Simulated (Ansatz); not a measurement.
C3H7Br, SMILES CC(C)Br, a single point in a Gaussian basis

Computed with Ansatz's Python interface.

Notebook, run cell by cell (the value of a cell's last expression is shown):

```python
from pathlib import Path

import ansatz as az
import numpy as np
import pandas as pd
```

```python
geometry_ang = [
    ("C", (-0.4297, 0.9184, -0.7056)),
    ("C", (-0.0171, -0.4446, -0.3772)),
    ("C", (0.608, -0.5135, 0.9785)),
    ("Br", (-1.483, -1.6329, -0.4088)),
    ("H", (-0.9513, 0.9869, -1.7218)),
    ("H", (-1.2049, 1.3537, 0.0111)),
    ("H", (0.3963, 1.6586, -0.7303)),
    ("H", (0.7072, -0.7988, -1.1528)),
    ("H", (1.5294, 0.1462, 1.0741)),
    ("H", (-0.0417, -0.1945, 1.8096)),
    ("H", (0.9521, -1.5364, 1.2439)),
]
c3h7br = az.Crystal.molecule()
for symbol, xyz in geometry_ang:
    c3h7br = c3h7br.atom(symbol, xyz)
```

```python
job = c3h7br.calculation().basis(gaussian="cc-pVDZ").functional("cam_b3lyp").forces().orbitals()
res = job.run(runs_dir="out")
r = res.report
```

    

```python
r["positions_ang"]
```

    [[-0.4297, 0.9184, -0.7056], [-0.0171, -0.4446, -0.3772], [0.608, -0.5135, 0.9785],
     [-1.483, -1.6329, -0.4088], [-0.9513, 0.9869, -1.7218], [-1.2049, 1.3537, 0.0111],
     [0.3963, 1.6586, -0.7303], [0.7072, -0.7988, -1.1528], [1.5294, 0.1462, 1.0741],
     [-0.0417, -0.1945, 1.8096], [0.9521, -1.5364, 1.2439]]

```python
sorted(key for key in r if key.endswith("_ev"))
```

    ['free_energy_ev', 'reference_energy_ev']

```python
print(f"E = {r['free_energy_ev']:.6f} eV = {r['free_energy_ev'] / 27.211386246:.7f} Ha")
print("converged:", r["converged"], " doubts:", r["published_state_doubts"] or "none")
```

    E = -73272.316265 eV = -2692.7079570 Ha
    converged: True  doubts: none

```python
field = r["mean_field"]
print("<S^2> =", round(abs(field["state"]["spin_squared"]), 4), " all-electron relativity setting:", field["relativity"])
print("passes:", field["passes"])
if "symmetry" in field:
    print("occupied orbitals by irrep:", field["symmetry"]["occupied"])
```

    <S^2> = 0.0  all-electron relativity setting: none
    passes: {'evaluations': 13, 'products': 12}
    occupied orbitals by irrep: [{'A': 30}, {'A': 30}]

```python
symbols = [site.symbol for site in c3h7br.cartesian_sites]
print("forces (eV/A)")
for symbol, f in zip(symbols, r["forces_ev_ang"]):
    print(f"  {symbol:2s} {f[0]:9.4f} {f[1]:9.4f} {f[2]:9.4f}")

charges = r["charge_distribution"]
table = pd.DataFrame({"atom": symbols, "mulliken": charges["mulliken_charges_e"], "lowdin": charges["lowdin_charges_e"]})
print(table.round(3).to_string())
print("dipole (e A):", np.round(charges["dipole_moment_e_ang"], 4) + 0.0)

lines = Path(r["orbitals_path"]).read_text().splitlines()
field_of = lambda key: [line.split("=")[1].strip() for line in lines if line.startswith(key)]
orbitals = [(27.211386 * float(e), s, float(n)) for e, s, n in zip(field_of("Ene="), field_of("Spin="), field_of("Occup="))]
homo = max(e for e, _, n in orbitals if n > 0.5)
lumo = min(e for e, _, n in orbitals if n < 0.5)
print(f"HOMO {homo:.3f} eV, LUMO {lumo:.3f} eV, gap {lumo - homo:.3f} eV")
```

    forces (eV/A)
      C    -2.3497    2.8408   -1.2571
      C     1.8473   -0.2798   -0.0808
      C     1.8992   -0.0483    1.4747
      Br   -1.2957   -1.0531   -0.2545
      H     0.7018   -0.1766    1.0258
      H     0.8525   -0.6647   -0.5007
      H     0.0479   -0.4341    0.0554
      H    -0.4288    0.0126    0.4698
      H    -0.7982   -0.4985   -0.4015
      H    -0.3168    0.0276   -0.3051
      H    -0.1594    0.2742   -0.2261
       atom  mulliken  lowdin
    0     C     0.003  -0.042
    1     C    -0.182  -0.278
    2     C     0.010  -0.032
    3    Br    -0.086   0.225
    4     H     0.036   0.023
    5     H     0.037   0.022
    6     H     0.032   0.018
    7     H     0.055   0.018
    8     H     0.027   0.024
    9     H     0.035   0.010
    10    H     0.034   0.012
    dipole (e A): [0.2877 0.2486 0.0251]
    HOMO -9.003 eV, LUMO 1.938 eV, gap 10.941 eV

Total energies depend on the basis set; only differences at equal settings carry meaning. The geometry is a force-field or estimated start, not a minimum of this method, and the basis set is short of its limit. The Löwdin charges here are taken after orthogonalising the functions within each atom; they differ from plain Löwdin charges, and their signs can be unphysical. Levels such as HOMO and LUMO are orbital energies: with these approximate functionals they aren't the ionisation energy and electron affinity, and their gap isn't the fundamental gap. The whole script took 9.2 s on 1 thread of Intel(R) Xeon(R) Platinum 8259CL CPU @ 2.50GHz (Skylake/Cascade Lake) (shared host), peak memory 0.38 GiB.

(Lines on the test bed's own set-up are left out of the output.)
